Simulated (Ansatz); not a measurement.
# AlIn: the cost of one run

Computed with Ansatz 0.2.0 (DFT PBE, scalar-relativistic, plane waves, PAW, unless a step's input says otherwise).

1 further run of the same task is left out (it didn't finish). Runs told in other sessions of the task aren't counted.

## 1. The system as given

The structure is hexagonal, space group P-6m2 (No. 187). Conventional cell: a = 4.330 Å, b = 4.330 Å, c = 5.560 Å, α = 90.00°, β = 90.00°, γ = 120.00°. Al (site symmetry -6m2) has 3 In at 2.50 Å in its first shell of neighbours. Around In (site symmetry -6m2) lie 3 Al at 2.50 Å.

As a file:

```
CELL_PARAMETERS angstrom
4.33026 0.00000 0.00000
-2.16513 3.75011 0.00000
0.00000 0.00000 5.56029
ATOMIC_POSITIONS crystal
Al 0.00000 0.00000 0.50000
In 0.66667 0.33333 0.50000
```

Recipe of the guess: random cell by space group and Wyckoff sites (P-6m2, No. 187). The dimensions are guesses.

## 2. The guess as it stands, on a coarse mesh

File input.yaml:

```yaml
crystal:
  lattice:
    - [4.33025579, 0.0, 0.0]
    - [-2.16512789, 3.75011152, 0.0]
    - [0.0, 0.0, 5.5602909]
  atoms:
    - { symbol: Al, position: [0.0, 0.0, 0.5] }
    - { symbol: In, position: [0.66666667, 0.33333333, 0.5] }
basis:
  ecutwfc: 420
kpoints:
  mp_grid: { grid: [6, 6, 4] }
hamiltonian:
  xc: pbe
scf:
  occupations: { method: gaussian, width: 0.1 }
  lower_state_search: "off"
output:
  forces: true
  stress: true
  eigenvalues: true
```

Started as:

```sh
> ansatz run input.yaml --threads 1 --pin off --max-ram 2560MiB --backend cpu --events-out ev --progress --plain --runs-dir out
```

Q: Estimate wall time and peak memory on 1 thread of Arm Neoverse N1, shared host.

About 4.8 s, with a peak of 0.32 GiB.
